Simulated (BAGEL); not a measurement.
# Si2H4ClO (SMILES O[Si]([SiH3])Cl): UHF/STO-3G (density fitting with qzvpp-jkfit)

Aim: the electronic atomisation energy of Si2H4ClO at UHF/STO-3G (density fitting with qzvpp-jkfit), from 5 runs. 

The calculation is run with BAGEL 1.2.2.

12 further runs of the same task are left out: 12 set aside as unsound or not needed.

## Step 1: Starting point

Si2H4ClO: 8 atoms, total charge 0, spin state doublet. SMILES: `O[Si]([SiH3])Cl`. The shape is that of a PBE0-D4/def2-TZVP optimisation. This is one conformer, not always the lowest.

Bond lengths: O1–Si2 1.646 Å, Si2–Si3 2.353 Å, Si2–Cl4 2.079 Å, O1–H5 0.960 Å, Si3–H6 1.486 Å, Si3–H7 1.488 Å, Si3–H8 1.485 Å. Angles: O1–Si2–Si3 107.7°, O1–Si2–Cl4 109.1°, Si3–Si2–Cl4 109.3°, Si2–O1–H5 118.3°, Si2–Si3–H6 108.5°, Si2–Si3–H7 111.9°, Si2–Si3–H8 107.2°, H6–Si3–H7 109.8°, H6–Si3–H8 109.5°, H7–Si3–H8 109.9°.

## Step 2: A single-point energy at UHF/STO-3G (density fitting with qzvpp-jkfit)

Contents of calc.json:

```json
{ "bagel" : [

{
  "title" : "molecule",
  "basis" : "sto-3g",
  "df_basis" : "qzvpp-jkfit",
  "angstrom" : "true",
  "geometry" : [
    { "atom" : "O", "xyz" : [   -0.248400,    0.296900,   -1.978500 ] },
    { "atom" : "Si", "xyz" : [   -0.430900,   -0.734900,   -0.709400 ] },
    { "atom" : "Si", "xyz" : [   -0.075200,    0.491500,    1.266600 ] },
    { "atom" : "Cl", "xyz" : [    0.993700,   -2.242200,   -0.847500 ] },
    { "atom" : "H", "xyz" : [   -0.083400,   -0.074900,   -2.848100 ] },
    { "atom" : "H", "xyz" : [   -1.107800,    1.556400,    1.353800 ] },
    { "atom" : "H", "xyz" : [    1.281600,    1.100500,    1.304000 ] },
    { "atom" : "H", "xyz" : [   -0.237400,   -0.450400,    2.403500 ] }
  ]
},
{
  "title" : "uhf",
  "nopen" : 1
},
{
  "title" : "print",
  "file" : "orbitals.molden",
  "orbitals" : "true"
}

]}
```

Launch:

```sh
BAGEL_NUM_THREADS=1 BAGEL calc.json > calc.out
```

Output:

```text
* using 1 threads per process

  ===============================================================
  ===============================================================

  *** Geometry ***

  { "atom" : "O", "xyz" : [     -0.469408,      0.561060,     -3.738823 ] },
  { "atom" : "Si", "xyz" : [     -0.814283,     -1.388760,     -1.340572 ] },
  { "atom" : "Si", "xyz" : [     -0.142107,      0.928800,      2.393527 ] },
  { "atom" : "Cl", "xyz" : [      1.877821,     -4.237144,     -1.601543 ] },
  { "atom" : "H", "xyz" : [     -0.157603,     -0.141540,     -5.382129 ] },
  { "atom" : "H", "xyz" : [     -2.093439,      2.941170,      2.558311 ] },
  { "atom" : "H", "xyz" : [      2.421873,      2.079644,      2.464203 ] },
  { "atom" : "H", "xyz" : [     -0.448621,     -0.851133,      4.541957 ] },

  Number of auxiliary basis functions:      533

  Since a DF basis is specified, we compute 2- and 3-index integrals:
    o Being stored without compression. Storage requirement is 0.006 GB

  Number of basis functions:       36
  Number of electrons      :       57

    * METHOD: MOLECULE                             0.22

  *** Open-shell HF ***

  === Nuclear Repulsion ===
   262.2864112936

      * DIIS with orbital gradients will be used.

  === UHF iteration (sto-3g) ===
      0      -1101.91038375          0.02316931           0.08
      1      -1101.98592995          0.00730838           0.08
      2      -1101.99485236          0.00279561           0.08
      3      -1101.99631742          0.00095415           0.08
      4      -1101.99700803          0.00027199           0.08
      5      -1101.99710415          0.00005115           0.08
      6      -1101.99711576          0.00001404           0.08
      7      -1101.99711835          0.00000627           0.08
      8      -1101.99711889          0.00000298           0.08
      9      -1101.99711900          0.00000064           0.08
     10      -1101.99711901          0.00000024           0.08
     11      -1101.99711901          0.00000009           0.08
     12      -1101.99711901          0.00000005           0.08
     13      -1101.99711901          0.00000002           0.08
     14      -1101.99711901          0.00000001           0.08
    * SCF iteration converged.

    * S^2 (UHF) is 0.7540

    * Permanent dipole moment:
           (    0.896845,    -0.513185,     0.028095) a.u.

    * METHOD: UHF                                  1.32

    * METHOD: PRINT                                0.00

  ===============================================================
```

It took 1.7 s on 1 thread of Arm Neoverse V2, shared host.

## Step 3: The Cl atom at the same level

Contents of hf.json:

```json
{ "bagel" : [

{
  "title" : "molecule",
  "basis" : "sto-3g",
  "df_basis" : "qzvpp-jkfit",
  "angstrom" : true,
  "geometry" : [
    { "atom" : "Cl", "xyz" : [       0.000000,       0.000000,       0.000000 ] }
  ]
},

{
  "title" : "uhf",
  "nopen" : 1
},

{
  "title" : "print",
  "file" : "orbitals.molden",
  "orbitals" : true
}

]}
```

Run the same way, it converges to -454.54245 Eh (log not shown).

## Step 4: The H atom at the same level

Contents of job.json:

```json
{ "bagel" : [

{
  "title" : "molecule",
  "basis" : "sto-3g",
  "df_basis" : "qzvpp-jkfit",
  "angstrom" : "true",
  "geometry" : [
    { "atom" : "H", "xyz" : [    0.000000,    0.000000,    0.000000 ] }
  ]
},
{
  "title" : "uhf",
  "nopen" : 1
},
{
  "title" : "print",
  "file" : "orbitals.molden",
  "orbitals" : "true"
}

]}
```

Run the same way, it converges to -0.46658 Eh (log not shown).

## Step 5: The O atom at the same level

Contents of job.json:

```json
{ "bagel" : [

{
  "title" : "molecule",
  "basis" : "sto-3g",
  "df_basis" : "qzvpp-jkfit",
  "angstrom" : true,
  "geometry" : [
    { "atom" : "O", "xyz" : [    0.000000,    0.000000,    0.000000 ] }
  ]
},
{
  "title" : "uhf",
  "charge" : 0,
  "nopen" : 2
},
{
  "title" : "print",
  "file" : "orbitals.molden",
  "orbitals" : true
}

]}
```

Run the same way, it converges to -73.80422 Eh (log not shown).

## Step 6: The Si atom at the same level

job.json, as its differences from that of step 5:

```diff
@@ -8,10 +8,11 @@
   "geometry" : [
-    { "atom" : "O", "xyz" : [    0.000000,    0.000000,    0.000000 ] }
+    { "atom" : "Si", "xyz" : [       0.000000,       0.000000,       0.000000 ] }
   ]
 },
+
 {
   "title" : "uhf",
-  "charge" : 0,
   "nopen" : 2
 },
+
 {
```

Launch:

```sh
BAGEL_NUM_THREADS=1 BAGEL job.json > job.out
```

Output:

```text
* using 1 threads per process

  ===============================================================
  ===============================================================

  *** Geometry ***

  { "atom" : "Si", "xyz" : [      0.000000,      0.000000,      0.000000 ] },

  Number of auxiliary basis functions:      128

  Since a DF basis is specified, we compute 2- and 3-index integrals:
    o Being stored without compression. Storage requirement is 0.000 GB

  Number of basis functions:        9
  Number of electrons      :       14

    * METHOD: MOLECULE                             0.01

  *** Open-shell HF ***

  === Nuclear Repulsion ===
     0.0000000000

      * DIIS with orbital gradients will be used.

  === UHF iteration (sto-3g) ===
      0       -285.46639827          0.00666438           0.00
      1       -285.46647031          0.00069007           0.00
      2       -285.46647119          0.00008640           0.00
      3       -285.46647121          0.00000286           0.00
      4       -285.46647121          0.00000000           0.00
    * SCF iteration converged.

    * S^2 (UHF) is 2.0000

    * Permanent dipole moment:
           (   -0.000000,     0.000000,     0.000000) a.u.

    * METHOD: UHF                                  0.02

    * METHOD: PRINT                                0.00

  ===============================================================
```

Wall time 0.2 s (1 thread of Arm Neoverse V2, shared host).

## Step 7: Results

At UHF/STO-3G (density fitting with qzvpp-jkfit):

| quantity | value |
| --- | --- |
| molecule: total energy | -1101.99712 Eh |
| molecule: dipole moment | 2.63 D |
| molecule: ⟨S²⟩ | 0.754 |
| Cl atom: total energy | -454.54245 Eh |
| Cl atom: dipole moment | 0.00 D |
| Cl atom: ⟨S²⟩ | 0.750 |
| H atom: total energy | -0.46658 Eh |
| H atom: dipole moment | 0.00 D |
| H atom: ⟨S²⟩ | 0.750 |
| O atom: total energy | -73.80422 Eh |
| O atom: dipole moment | 0.00 D |
| O atom: ⟨S²⟩ | 2.000 |
| Si atom: total energy | -285.46647 Eh |
| Si atom: dipole moment | 0.00 D |
| Si atom: ⟨S²⟩ | 2.000 |
| electronic atomisation energy | 23.162 eV |

Taking the molecule apart into free atoms costs 23.16 eV (2235 kJ/mol), before zero-point energy and without spin-orbit coupling. Hartree–Fock lacks the correlation of the bonding pairs, which as a rule makes this value much too low; in minimal bases other errors can mask that. In a minimal basis such a difference can be off by several eV, whatever the method.
